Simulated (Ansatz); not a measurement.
# CH₇GeN: small, medium and large basis sets

An exercise on one series of results from a longer session: the logs are not shown, and one member is left open.

Computed with Ansatz 0.2.0, Gaussian basis. Level: one geometry, several basis sets.

The runs, in order: PBE0-D4/def2-SVP; ωB97M-V/def2-SVP; PBE0-D4/def2-QZVPP; ωB97M-V/def2-QZVPP; the functionals' def2-TZVPP values are taken from earlier runs.

### Structure used throughout

The geometry comes from an earlier relaxation with PBE0-D4 in a triple-zeta def2 set; it is a stationary point, not always the lowest conformer.

SMILES `C[NH][GeH3]`, 10 atoms, charge 0, spin multiplicity 1.

Atoms are counted from 1 here; the program's logs count them from 0.

Bond lengths: C1–N2 1.450 Å, C1–H4 1.094 Å, C1–H5 1.100 Å, C1–H6 1.094 Å, N2–Ge3 1.838 Å, N2–H7 1.010 Å, Ge3–H8 1.536 Å, Ge3–H9 1.537 Å, Ge3–H10 1.549 Å. Angles: N2–C1–H4 110.2°, N2–C1–H5 114.8°, N2–C1–H6 109.5°, H4–C1–H5 107.8°, H4–C1–H6 106.9°, H5–C1–H6 107.3°, C1–N2–Ge3 118.0°, C1–N2–H7 111.6°, Ge3–N2–H7 112.7°, N2–Ge3–H8 107.2°, N2–Ge3–H9 107.0°, N2–Ge3–H10 113.3°, H8–Ge3–H9 111.4°, H8–Ge3–H10 109.6°, H9–Ge3–H10 108.4°.

Set-up of the first run:

Contents of in.yaml:

```yaml
crystal:
  periodic: [false, false, false]
  atoms:
    - {symbol: C, position_ang: [-0.831171, 0.706611, -0.869803]}
    - {symbol: N, position_ang: [-0.338198, -0.565503, -0.378231]}
    - {symbol: Ge, position_ang: [0.831330, -0.549318, 1.040124]}
    - {symbol: H, position_ang: [-1.629257, 0.546206, -1.600541]}
    - {symbol: H, position_ang: [-0.068665, 1.345923, -1.339503]}
    - {symbol: H, position_ang: [-1.267528, 1.273534, -0.042429]}
    - {symbol: H, position_ang: [-0.027720, -1.161346, -1.132716]}
    - {symbol: H, position_ang: [1.240795, -2.005141, 1.307677]}
    - {symbol: H, position_ang: [0.076794, 0.051578, 2.237309]}
    - {symbol: H, position_ang: [2.096921, 0.306254, 0.781014]}
basis:
  gaussian: {orbitals: def2-SVP}
hamiltonian: {xc: pbe0, dispersion: d4}
output: {orbitals: {seedname: orbitals}}
```

Steps of the session up to this table: PBE0-D4 in def2-SVP; ωB97M-V in def2-SVP; PBE0-D4 in def2-QZVPP; ωB97M-V in def2-QZVPP.

One table of the session follows, with a row left open; its other results are not shown here.

```
functional       basis  HOMO (eV)  LUMO (eV)
   PBE0-D4    def2-SVP      -6.50       0.96
   PBE0-D4  def2-TZVPP      -6.66       0.56
   PBE0-D4  def2-QZVPP      -6.69       0.27
   ωB97M-V    def2-SVP          ?          ?
   ωB97M-V  def2-TZVPP      -8.99       2.16
   ωB97M-V  def2-QZVPP      -9.02       1.61
```

Estimate the missing values for ωB97M-V, def2-SVP.

As computed: HOMO (eV): -8.81; LUMO (eV): 2.75. In the column «HOMO (eV)» it lies between ωB97M-V, def2-TZVPP (-8.99) and PBE0-D4, def2-QZVPP (-6.69).
